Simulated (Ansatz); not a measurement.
**C₃H₆FIn: small, medium and large basis sets**

One table from this session's results is given with a row withheld; the runs are named, their logs left out.

The runs use Ansatz 0.2.0, Gaussian basis; one geometry, several basis sets.

The runs, in order: PBE0-D4/def2-SVP; ωB97M-V/def2-SVP; PBE0-D4/def2-QZVPP; ωB97M-V/def2-QZVPP; the functionals' def2-TZVPP values are taken from earlier runs.

1 further run of the same task is left out (for a known fault of the program).

### The relaxed structure

An earlier PBE0-D4 in a triple-zeta def2 set relaxation fixed the geometry. In takes the def2 core potential; no spin-orbit term is included.

SMILES `C=[C](F)[InH][CH3]`, 11 atoms, charge 0, spin multiplicity 1.

Atoms are counted from 1 here; the program's logs count them from 0.

Bond lengths: C1–C2 1.327 Å, C1–H6 1.082 Å, C1–H7 1.086 Å, C2–F3 1.360 Å, C2–In4 2.161 Å, In4–C5 2.144 Å, In4–H8 1.726 Å, C5–H9 1.090 Å, C5–H10 1.093 Å, C5–H11 1.091 Å. Angles: C2–C1–H6 119.5°, C2–C1–H7 122.1°, H6–C1–H7 118.4°, C1–C2–F3 117.6°, C1–C2–In4 125.8°, F3–C2–In4 116.6°, C2–In4–C5 118.9°, C2–In4–H8 114.9°, C5–In4–H8 126.2°, In4–C5–H9 110.5°, In4–C5–H10 109.3°, In4–C5–H11 111.0°, H9–C5–H10 108.4°, H9–C5–H11 109.6°, H10–C5–H11 108.0°.

Set-up of the first run:

in.yaml reads:

```yaml
crystal:
  periodic: [false, false, false]
  atoms:
    - {symbol: C, position_ang: [-0.922801, -0.151277, 2.389521]}
    - {symbol: C, position_ang: [-0.142459, -0.369361, 1.338571]}
    - {symbol: F, position_ang: [0.893304, -1.236570, 1.491666]}
    - {symbol: In, position_ang: [-0.367420, 0.534760, -0.611566]}
    - {symbol: C, position_ang: [1.009132, 0.000183, -2.166026]}
    - {symbol: H, position_ang: [-1.756184, 0.533797, 2.300999]}
    - {symbol: H, position_ang: [-0.754217, -0.640200, 3.344877]}
    - {symbol: H, position_ang: [-1.688179, 1.636022, -0.753664]}
    - {symbol: H, position_ang: [1.915919, -0.429833, -1.740911]}
    - {symbol: H, position_ang: [0.546104, -0.744517, -2.817833]}
    - {symbol: H, position_ang: [1.266801, 0.866985, -2.775616]}
basis:
  gaussian: {orbitals: def2-SVP}
hamiltonian: {xc: pbe0, dispersion: d4}
output: {orbitals: {seedname: orbitals}}
```

Run with:

```bash
$ ansatz run in.yaml --threads 4 --pin off --events-out ev --progress --plain --max-ram 10444MiB
```

Among the steps run: PBE0-D4 in def2-SVP; ωB97M-V in def2-SVP; PBE0-D4 in def2-QZVPP; ωB97M-V in def2-QZVPP.

One table of the session follows, with a row left open; its other results are not shown here.

```
functional       basis  HOMO (eV)  LUMO (eV)
   PBE0-D4    def2-SVP      -7.37      -1.60
   PBE0-D4  def2-TZVPP      -7.48      -1.66
   PBE0-D4  def2-QZVPP          ?          ?
   ωB97M-V    def2-SVP      -9.61      -0.01
   ωB97M-V  def2-TZVPP      -9.73      -0.14
   ωB97M-V  def2-QZVPP      -9.75      -0.18
```

Estimate the missing values for PBE0-D4, def2-QZVPP.

**Answer.** HOMO (eV): -7.50; LUMO (eV): -1.67. In the column «HOMO (eV)» it lies between ωB97M-V, def2-SVP (-9.61) and PBE0-D4, def2-TZVPP (-7.48).
